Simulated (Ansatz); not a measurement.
# Li: the cost of one run

All numbers below are computed with Ansatz 0.2.0 (DFT PBE, plane waves, PAW, scalar-relativistic, no spin polarisation).

### 1 The structure to begin with

The cell holds 16 atoms (Li16): a = 7.313 Å, b = 7.313 Å, c = 7.313 Å, α = 90.00°, β = 90.00°, γ = 90.00°.

Coordinates:

```
CELL_PARAMETERS angstrom
7.31287 0.00000 0.00000
0.00000 7.31287 0.00000
0.00000 0.00000 7.31287
ATOMIC_POSITIONS crystal
Li 0.00000 0.00000 0.00000
Li 0.50000 0.00000 0.00000
Li 0.00000 0.50000 0.00000
Li 0.00000 0.00000 0.50000
Li 0.25000 0.25000 0.25000
Li 0.50000 0.50000 0.00000
Li 0.50000 0.00000 0.50000
Li 0.75000 0.25000 0.25000
Li 0.00000 0.50000 0.50000
Li 0.25000 0.75000 0.25000
Li 0.25000 0.25000 0.75000
Li 0.50000 0.50000 0.50000
Li 0.75000 0.75000 0.25000
Li 0.75000 0.25000 0.75000
Li 0.25000 0.75000 0.75000
Li 0.75000 0.75000 0.75000
```

### 2 Run 1

150 steps of 1 fs under a Langevin thermostat at 1300 K.

input.yaml reads:

```yaml
crystal:
  lattice:
    - [7.312873, 0.0, 0.0]
    - [0.0, 7.312873, 0.0]
    - [0.0, 0.0, 7.312873]
  atoms:
    - { symbol: Li, position: [0.0, 0.0, 0.0] }
    - { symbol: Li, position: [0.5, 0.0, 0.0] }
    - { symbol: Li, position: [0.0, 0.5, 0.0] }
    - { symbol: Li, position: [0.0, 0.0, 0.5] }
    - { symbol: Li, position: [0.25, 0.25, 0.25] }
    - { symbol: Li, position: [0.5, 0.5, 0.0] }
    - { symbol: Li, position: [0.5, 0.0, 0.5] }
    - { symbol: Li, position: [0.75, 0.25, 0.25] }
    - { symbol: Li, position: [0.0, 0.5, 0.5] }
    - { symbol: Li, position: [0.25, 0.75, 0.25] }
    - { symbol: Li, position: [0.25, 0.25, 0.75] }
    - { symbol: Li, position: [0.5, 0.5, 0.5] }
    - { symbol: Li, position: [0.75, 0.75, 0.25] }
    - { symbol: Li, position: [0.75, 0.25, 0.75] }
    - { symbol: Li, position: [0.25, 0.75, 0.75] }
    - { symbol: Li, position: [0.75, 0.75, 0.75] }
basis:
  ecutwfc: 420.0
kpoints:
  mp_grid: { grid: [2, 2, 2] }
hamiltonian:
  xc: pbe
scf:
  occupations: { method: fermi_dirac, width: 0.11 }
  lower_state_search: "off"
md:
  timestep: 1
  n_steps: 150
  ensemble: nvt_langevin
  temperature: 1300.0
  initial_velocities: maxwell_boltzmann
  seed: 532976
  friction: 0.02
```

Command:

```console
$ ansatz run input.yaml --threads 1 --pin off --max-ram 3072MiB --backend cpu --events-out ev --progress --plain --runs-dir out
```

What time and memory should one allow on 1 thread of Arm Neoverse V1, shared host?

About 11 min, with a peak of 0.54 GiB.
